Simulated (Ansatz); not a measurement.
**BrClGeH2: how energies converge with the basis set**

One table from this session's results is given with a row withheld; the runs are named, their logs left out.

Method: one geometry, several basis sets; program: Ansatz 0.2.0, Gaussian basis.

Plan: PBE0-D4/def2-SVP; ωB97M-V/def2-SVP; PBE0-D4/def2-QZVPP; ωB97M-V/def2-QZVPP; the functionals' def2-TZVPP values are taken from earlier runs.

### The relaxed structure

The geometry comes from an earlier relaxation with PBE0-D4 in a triple-zeta def2 set; it is a stationary point.

5 atoms, charge 0, spin multiplicity 1.

Atoms are counted from 1 here; the program's logs count them from 0.

Bond lengths: Cl1–Ge2 2.141 Å, Ge2–Br3 2.293 Å, Ge2–H4 1.529 Å, Ge2–H5 1.529 Å. Angles: Cl1–Ge2–Br3 108.7°, Cl1–Ge2–H4 108.0°, Cl1–Ge2–H5 108.0°, Br3–Ge2–H4 108.3°, Br3–Ge2–H5 108.3°, H4–Ge2–H5 115.4°.

Set-up of the first run:

Contents of in.yaml:

```yaml
crystal:
  periodic: [false, false, false]
  atoms:
    - {symbol: Cl, position_ang: [-1.724646, 0.413941, 1.007255]}
    - {symbol: Ge, position_ang: [0.005170, 0.029700, -0.194850]}
    - {symbol: Br, position_ang: [1.631615, -0.892834, 1.133190]}
    - {symbol: H, position_ang: [-0.380939, -0.993376, -1.263170]}
    - {symbol: H, position_ang: [0.518599, 1.368969, -0.723825]}
basis:
  gaussian: {orbitals: def2-SVP}
hamiltonian: {xc: pbe0, dispersion: d4}
output: {orbitals: {seedname: orbitals}}
```

Steps of the session up to this table: PBE0-D4 in def2-SVP; ωB97M-V in def2-SVP; PBE0-D4 in def2-QZVPP; ωB97M-V in def2-QZVPP.

One of the session's tables, all rows but one given; the rest of the session is left out.

It belongs to the step «Functionals by basis». 

```
functional       basis  HOMO (eV)
   PBE0-D4    def2-SVP      -8.48
   PBE0-D4  def2-TZVPP      -8.61
   PBE0-D4  def2-QZVPP          ?
   ωB97M-V    def2-SVP     -10.66
   ωB97M-V  def2-TZVPP     -10.81
   ωB97M-V  def2-QZVPP     -10.83
```

Estimate the missing values for PBE0-D4, def2-QZVPP.

The run gave: HOMO (eV): -8.62. In the column «HOMO (eV)» it lies between ωB97M-V, def2-SVP (-10.66) and PBE0-D4, def2-TZVPP (-8.61).
